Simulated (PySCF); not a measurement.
**The bond of InAs, level by level**

One table from this session's results is given with a row withheld; the runs are named, their logs left out.

Computed with PySCF 2.14.0. Level: In def2-SVP with ECP28, As def2-SVP, scalar-relativistic core potentials.

The first run:

A driver script around PySCF takes these settings:

| Property | Result |
| --- | --- |
| atoms | In, As |
| charge | 0 |
| basis | In def2-SVP with ECP28, As def2-SVP |
| Hamiltonian | scalar-relativistic core potentials |
| basis functions | 58 |
| electrons treated | 54 |
| masses in u | 114.9039, 74.9216 |
| levels | PBE0, PBE, r²SCAN, PW91, PBEsol, B97-3, CAM-B3LYP, HF, MP2, SCS-MP2 |
| grid | 80 radial by 434 angular points |
| occupations | held fixed by the projection of orbital angular momentum |
| dissociation limit | In + As, each in its ground configuration |
| starting distance in angstrom | 2.565 |
| values of 2S to try | 0, 2, 4 |

Launch:

```console
> OMP_NUM_THREADS=1 python dia.py task.json out
```

Among the steps run: Set-up; The PBE0 curve of the state that the search chose; Excited determinants; PBE; r²SCAN; PW91; PBEsol (GGA); B97-3 (global hybrid GGA); CAM-B3LYP (range-separated hybrid); UHF (mean field).

One table of the session follows, with a row left open; its other results are not shown here.

It belongs to the step «The curves together». Energy (eV) from each level's lowest point:

| R (Å) | UHF | UHF-MP2 | UHF-SCS-MP2 | PBE | PBEsol |
| --- | --- | --- | --- | --- | --- |
| 2.379 | 0.703 | 0.633 | 0.670 | 0.674 | 0.583 |
| 2.489 | 0.321 | 0.274 | 0.300 | 0.311 | 0.250 |
| 2.600 | 0.109 | 0.082 | 0.097 | 0.107 | 0.073 |
| 2.683 | 0.029 | 0.016 | 0.024 | 0.029 | 0.013 |
| 2.766 | 0.000 | 0.000 | 0.000 | 0.000 | 0.000 |
| 2.849 | ? | ? | ? | ? | ? |
| 2.960 | 0.063 | 0.095 | 0.080 | 0.061 | 0.093 |
| 3.098 | 0.169 | 0.240 | 0.217 | 0.173 | 0.224 |
| 3.264 | 0.308 | 0.468 | 0.443 | 0.347 | 0.417 |
| 3.485 | 0.450 | 0.752 | 0.729 | 0.605 | 0.696 |

Estimate the missing values for R (Å) = 2.849.

Worked estimate for «UHF». A straight line through the neighbours (2.766, 0.000) and (2.960, 0.063) gives 0.000 + (0.063 − 0.000) × (2.849 − 2.766) / (2.960 − 2.766) = 0.027; a parabola fitted to 4 rows on both sides gives 0.013.

The run gave: UHF: 0.009; UHF-MP2: 0.022; UHF-SCS-MP2: 0.015; PBE: 0.008; PBEsol: 0.022. In «UHF» the line misses by +0.018 and the parabola by +0.004.

State 2 has its PBE0 minimum 0.27 eV higher. The other levels ran on the lowest alone.
